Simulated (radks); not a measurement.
# Valence configurations of Pt

One table from this session's results is given with a row withheld; the runs are named, their logs left out.

Program: radks (a radial shooting solver on a logarithmic mesh, Libxc functionals) version 1. Level of theory: scalar-relativistic Kohn-Sham, LDA (Slater exchange, Perdew-Wang correlation), spin-polarised, spherical densities, finite nucleus; open shells are filled with parallel spins first. These are calculated values, not measurements, unless marked.

### Starting point

```
element            : platinum (Z = 78)
charge             : 0
electrons          : 78
configuration      : [Xe] 4f14 5d9 6s1
nuclear rms radius : 5.427 fm
others tried       : 4f14 5d9 6p1; 4f14 5d8.5 6s1.5; 4f12 5d8.5 6s1.5 6p2; 4f14 5d10; 4f13 5d10 6s1; 4f12 5d10 6s2; 4f14 5d8 6s2; 4f14 5d8 6s1 6p1; 4f13 5d10 6p1
```

The outer shells:

Pt
```
[Xe] core
4f [↑↓][↑↓][↑↓][↑↓][↑↓][↑↓][↑↓]
5d [↑↓][↑↓][↑↓][↑↓][↑ ]
6s [↑ ]
```

The first run:

Input:

```text
Z 78
configuration [Xe] 4f14 5d9 6s1
relativity scalar-relativistic
functional lda,pw
spin polarised
nucleus finite rms 5.427 fm
c 137.035999084
```

Among the steps run: [Xe] 4f14 5d9 6s1.

One of the session's tables, all rows but one given; the rest of the session is left out.

It belongs to the step «[Xe] 4f14 5d9 6s1». From the orbitals of this run (lengths in bohr):

| level | <r> | outermost maximum (interpolated) | 90 % within | nodes |
| --- | --- | --- | --- | --- |
| 4f up | 0.5164 | 0.384 | 0.834 | 0 |
| 4f down | 0.5160 | 0.384 | 0.833 | 0 |
| 5p up | 1.105 | 0.977 | 1.61 | 3 |
| 5p down | 1.102 | 0.976 | 1.60 | 3 |
| 5d up | 1.702 | 1.27 | 2.72 | 2 |
| 6s up | 2.881 | 2.37 | 4.32 | 5 |
| 5d down | 1.699 | 1.26 | 2.72 | 2 |
| 6s down | ? | ? | ? | ? |

**Question.** Estimate the row for 6s down.

**Answer.** <r>: 2.938; outermost maximum (interpolated): 2.38; 90 % within: 4.44; nodes: 5. In the column «<r>» it is the highest.
